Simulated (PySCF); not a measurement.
**[LuF2]+: a change of charge**

How does [LuF2]+ respond at fixed geometry? The runs cover a change of charge. It is a constructed species; whether it can be made isn't addressed.

Method: PBE0, Lu def2-SVP with ECP28, F def2-SVP; scalar-relativistic core potentials, no spin–orbit coupling; program: PySCF 2.14.0.

1 further run of the same task is left out (for a known fault of the program).

### Step 1. Starting geometry

3 atoms, charge 1, spin multiplicity 1.

Bond lengths: Lu1–F2 1.867 Å, Lu1–F3 1.867 Å. Angles: F2–Lu1–F3 109.6°.

As a file:

```xyz
3
F2Lu
Lu    0.0000    0.0000   -0.3121
F     1.5251    0.0000    0.7645
F    -1.5251    0.0000    0.7645
```

Formal oxidation states: Lu +3. An earlier session relaxed this geometry at PBE0, Lu def2-SVP with ECP28, F def2-SVP (singlet, point group C2v).

Its energy there is -1435.339332 Eh.

### Step 2. One electron removed, multiplicity 2

Contents of run.py (the lines that set the calculation):

```python
mol = gto.M(atom='''
Lu     0.00000     0.00000    -0.31210
F      1.52509     0.00000     0.76448
F     -1.52509     0.00000     0.76448''',
    basis={'Lu': 'def2-SVP', 'F': 'def2-SVP'},
    ecp={'Lu': 'def2-SVP'},
    charge=2, spin=1)
mf = dft.UKS(mol, xc='PBE0')
mf.grids.atom_grid = (50, 194)  # f atoms: unpruned, at least (60, 302)
mf = mf.density_fit()  # fitting sets: Lu def2-universal-JKFIT, F def2-universal-JKFIT
mf.conv_tol = 1e-08; mf.max_cycle = 55
mf.kernel(dm0)  # dm0: the density of the relaxed state
```

Started as:

```sh
> OMP_NUM_THREADS=2 python run.py
```

The program printed:

```text
init E= -1435.34860980081
  HOMO = -0.610282717527  LUMO = -0.594513162091  gap/eV = 0.42911
cycle= 1 E= -1434.56476085175  delta_E= 0.784  |g|= 0.425  |ddm|= 0.701
  HOMO = -1.02085640397  LUMO = -0.947646057117  gap/eV = 1.99216
cycle= 2 E= -1434.521756106  delta_E= 0.043  |g|= 0.565  |ddm|= 0.57
  HOMO = -0.910477176415  LUMO = -0.826777296069  gap/eV = 2.27759
cycle= 3 E= -1434.63046922847  delta_E= -0.109  |g|= 0.136  |ddm|= 0.343
  HOMO = -0.906789826671  LUMO = -0.822584216787  gap/eV = 2.29135
cycle= 4 E= -1434.63233588308  delta_E= -0.00187  |g|= 0.037  |ddm|= 0.0437
  HOMO = -0.89941126945  LUMO = -0.81424385735  gap/eV = 2.31752
cycle= 5 E= -1434.6325661076  delta_E= -0.00023  |g|= 0.00724  |ddm|= 0.0208
  HOMO = -0.898057029557  LUMO = -0.812442859301  gap/eV = 2.32968
cycle= 6 E= -1434.63260005236  delta_E= -3.39e-05  |g|= 0.00318  |ddm|= 0.00959
  HOMO = -0.897912102968  LUMO = -0.812311822773  gap/eV = 2.32930
cycle= 7 E= -1434.6326042292  delta_E= -4.18e-06  |g|= 0.00066  |ddm|= 0.00325
  HOMO = -0.897877463589  LUMO = -0.812296079323  gap/eV = 2.32879
cycle= 8 E= -1434.63260477621  delta_E= -5.47e-07  |g|= 0.000307  |ddm|= 0.00117
  HOMO = -0.897836644181  LUMO = -0.81228664317  gap/eV = 2.32793
cycle= 9 E= -1434.6326051947  delta_E= -4.18e-07  |g|= 0.000201  |ddm|= 0.00126
  HOMO = -0.897789366537  LUMO = -0.812287166669  gap/eV = 2.32663
cycle= 10 E= -1434.63260559352  delta_E= -3.99e-07  |g|= 0.000108  |ddm|= 0.00186
  HOMO = -0.897741830228  LUMO = -0.812284545325  gap/eV = 2.32541
cycle= 11 E= -1434.63260574511  delta_E= -1.52e-07  |g|= 1.82e-05  |ddm|= 0.00183
  HOMO = -0.897736466969  LUMO = -0.812284170931  gap/eV = 2.32528
cycle= 12 E= -1434.63260574721  delta_E= -2.1e-09  |g|= 5.12e-06  |ddm|= 0.00022
  HOMO = -0.897737302051  LUMO = -0.812285307567  gap/eV = 2.32527
Extra cycle  E= -1434.6326057472  delta_E= 1.41e-11  |g|= 1.17e-05  |ddm|= 8.85e-06
converged SCF energy = -1434.6326057472  <S^2> = 0.76708219  2S+1 = 2.0170099
```

Wall time 2.7 s (2 threads of Intel Xeon Platinum 8488C (Sapphire Rapids), shared host).

Read off: E = -1434.632606 Eh (+19.231 eV from the relaxed state), HOMO -24.43 eV, LUMO -22.10 eV (over both spins), ⟨S²⟩ = 0.767, Mulliken charge on Lu1 +2.07 e. 

### Step 3. One electron added, multiplicity 2

Changes to run.py (the lines that set the calculation) since step 2:

```diff
@@ -6,3 +6,3 @@
     ecp={'Lu': 'def2-SVP'},
-    charge=2, spin=1)
+    charge=0, spin=1)
 mf = dft.UKS(mol, xc='PBE0')
```

Started as:

```sh
> OMP_NUM_THREADS=2 python run.py
```

The program printed:

```text
init E= -1435.34801135934
  HOMO = -0.320441776403  LUMO = -0.317901346552  gap/eV = 0.06913
cycle= 1 E= -1435.57539709308  delta_E= -0.227  |g|= 0.156  |ddm|= 1.35
  HOMO = -0.155057888298  LUMO = -0.0640543994589  gap/eV = 2.47633
cycle= 2 E= -1435.57802800971  delta_E= -0.00263  |g|= 0.283  |ddm|= 0.687
  HOMO = -0.168810319712  LUMO = -0.076577732663  gap/eV = 2.50978
cycle= 3 E= -1435.59086176758  delta_E= -0.0128  |g|= 0.0611  |ddm|= 0.127
  HOMO = -0.180094400618  LUMO = -0.0875192666868  gap/eV = 2.51910
cycle= 4 E= -1435.59143528199  delta_E= -0.000574  |g|= 0.0184  |ddm|= 0.0512
  HOMO = -0.181485748659  LUMO = -0.0888599033936  gap/eV = 2.52048
cycle= 5 E= -1435.59153334037  delta_E= -9.81e-05  |g|= 0.0108  |ddm|= 0.0178
  HOMO = -0.182399455249  LUMO = -0.0896349433062  gap/eV = 2.52425
cycle= 6 E= -1435.59157251312  delta_E= -3.92e-05  |g|= 0.00202  |ddm|= 0.0114
  HOMO = -0.182454237792  LUMO = -0.0896798159504  gap/eV = 2.52452
cycle= 7 E= -1435.59157672435  delta_E= -4.21e-06  |g|= 0.00131  |ddm|= 0.00558
  HOMO = -0.182472030091  LUMO = -0.0897023525368  gap/eV = 2.52439
cycle= 8 E= -1435.59157798649  delta_E= -1.26e-06  |g|= 0.000256  |ddm|= 0.00266
  HOMO = -0.182482941451  LUMO = -0.0897174462291  gap/eV = 2.52428
cycle= 9 E= -1435.59157817444  delta_E= -1.88e-07  |g|= 3.5e-05  |ddm|= 0.00169
  HOMO = -0.182485007903  LUMO = -0.0897197675835  gap/eV = 2.52427
cycle= 10 E= -1435.59157817803  delta_E= -3.59e-09  |g|= 1.02e-05  |ddm|= 0.000218
  HOMO = -0.182485645995  LUMO = -0.0897207319832  gap/eV = 2.52426
Extra cycle  E= -1435.59157817811  delta_E= -8.62e-11  |g|= 1.7e-05  |ddm|= 2.45e-05
converged SCF energy = -1435.59157817811  <S^2> = 0.75059377  2S+1 = 2.0005937
```

Run time: 2.3 s. Hardware: 2 threads of Intel Xeon Platinum 8488C (Sapphire Rapids), shared host.

Read off: E = -1435.591578 Eh (-6.864 eV from the relaxed state), HOMO -4.97 eV, LUMO -2.44 eV (over both spins), ⟨S²⟩ = 0.751, Mulliken charge on Lu1 +0.83 e. 

### Step 4. Results

| state | energy from the relaxed state (eV) | ⟨S²⟩ | time |
| --- | --- | --- | --- |
| charge +1, singlet, vacuum (relaxed) | 0 | 0.00 |  |
| charge 0, doublet, vacuum | -6.86 | 0.75 | 2.3 s |
| charge +2, doublet, vacuum | 19.23 | 0.77 | 2.7 s |

An electron taken off or put on is at rest in vacuum. 

Removing an electron vertically costs 19.23 eV (doublet), against −HOMO = 16.39 eV. Adding an electron vertically releases 6.86 eV (doublet). These are double-zeta-type bases without diffuse functions. Spin–orbit coupling is left out.
